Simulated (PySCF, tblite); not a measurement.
# C8H10O: geometry, infrared bands and NMR shifts

Wanted: the infrared bands and NMR shifts of C8H10O (`C=CC[C@H](C#CC)C=O`), by calculation.

Computed with tblite 0.8.0 and PySCF 2.14.0, with density-fitted response routines of our own, on a single molecule in the gas phase. Atoms are numbered from 0 throughout.

### Step 1. The molecule as given

19 atoms, charge 0, multiplicity 1; geometry from: force field or distance geometry start.

Bonds of the start (Å): C0–C1 1.33, C1–C2 1.50, C2–C3 1.53, C3–C4 1.48, C4–C5 1.20, C5–C6 1.46, C3–C7 1.52, C7–O8 1.22, C0–H9 1.09, C0–H10 1.09, C1–H11 1.10, C2–H12 1.11, C2–H13 1.10, C3–H14 1.09, C6–H15 1.08, C6–H16 1.10, C6–H17 1.10, C7–H18 1.11.

### Step 2. Optimising the geometry with GFN2-xTB

What the job is given:

```
{"job": {"kind": "relax", "xc": "GFN2-xTB", "basis": "xTB"}, "charge": 0, "multiplicity": 1}
C     -2.875300    -0.218500     0.833100
C     -1.807800    -0.406700     0.058700
C     -1.208500     0.630000    -0.846500
C      0.178500     1.144100    -0.464000
C      1.186300     0.056200    -0.430000
C      2.005700    -0.817800    -0.429600
C      3.016200    -1.878200    -0.420600
C      0.122700     1.838300     0.889600
O      0.055000     3.051600     1.011800
H     -3.272400    -1.011900     1.471000
H     -3.417600     0.730400     0.846400
H     -1.320500    -1.388800     0.084800
H     -1.904300     1.494100    -0.900200
H     -1.173400     0.202500    -1.861700
H      0.490300     1.895900    -1.190100
H      3.414900    -2.044800    -1.408700
H      3.849100    -1.620600     0.248000
H      2.580000    -2.827900    -0.066200
H      0.071200     1.181400     1.779000
```

Launch:

```bash
$ OMP_NUM_THREADS=1 python probes_run.py task.json out
```

One launch serves the whole session: the jobs run in the order shown.

**Question.** This job is followed by: GFN2-xTB harmonic vibrations, gas phase; GIAO PBE0/pcSseg-1 NMR shielding, non-relativistic, gas phase. Predict these results of the whole session: strongest single infrared mode (GFN2-xTB); zero-point energy (GFN2-xTB); 13C shifts against TMS (PBE0/pcSseg-1); 1H shifts against TMS (PBE0/pcSseg-1, means over atoms taken as alike); 17O shifts against H2O (PBE0/pcSseg-1); surface potential, 1st and 99th percentile.

The runs gave:

| quantity | value |
| --- | --- |
| strongest single infrared mode (GFN2-xTB) | 1793 cm⁻¹, 371 km/mol |
| zero-point energy (GFN2-xTB) | 95.1 kcal/mol |
| 13C shifts against TMS (PBE0/pcSseg-1) | 202.7, 143.7, 124.4, 92.9, 80.6, 44.4, 41.3, 4.8 ppm |
| 1H shifts against TMS (PBE0/pcSseg-1, means over atoms taken as alike) | 9.65, 6.88, 5.52, 5.52, 3.04, 2.81, 2.30, 2.11 ppm |
| 17O shifts against H2O (PBE0/pcSseg-1) | 691.2 ppm |
| surface potential, 1st and 99th percentile | -1.63 V and 0.97 V |

In words: The optimisation took 96 steps and gained 0.136 eV; among the close pairs (by a distance rule), C3–C4 changed most, from 1.483 to 1.454 Å. The lowest mode is imaginary (26i cm⁻¹), so the xTB geometry is not a minimum. The strongest single mode, at 1793 cm⁻¹, moves mainly C7 and O8. GFN2-xTB is a fitted tight-binding method: band positions and strengths are rough. Its intensities can rank the bands wrongly. The most deshielded carbon is C7 (aldehyde carbonyl carbon), at 202.7 ppm: the double bond to the heteroatom, with no lone-pair donor beside it, deshields it most. The most deshielded hydrogen is H18 (hydrogen on an aldehyde carbonyl carbon), at 9.65 ppm: deshielded by the polar, anisotropic C=O bond. At PBE0/pcSseg-1: The widest tensor belongs to O8: span 1323 ppm, with a paramagnetic part of -751 ppm. By nearest atom (PBE0/pcSseg-1), the HOMO sits on O8 36 %; C5 11 % and the LUMO on C7 38 %; O8 29 %.
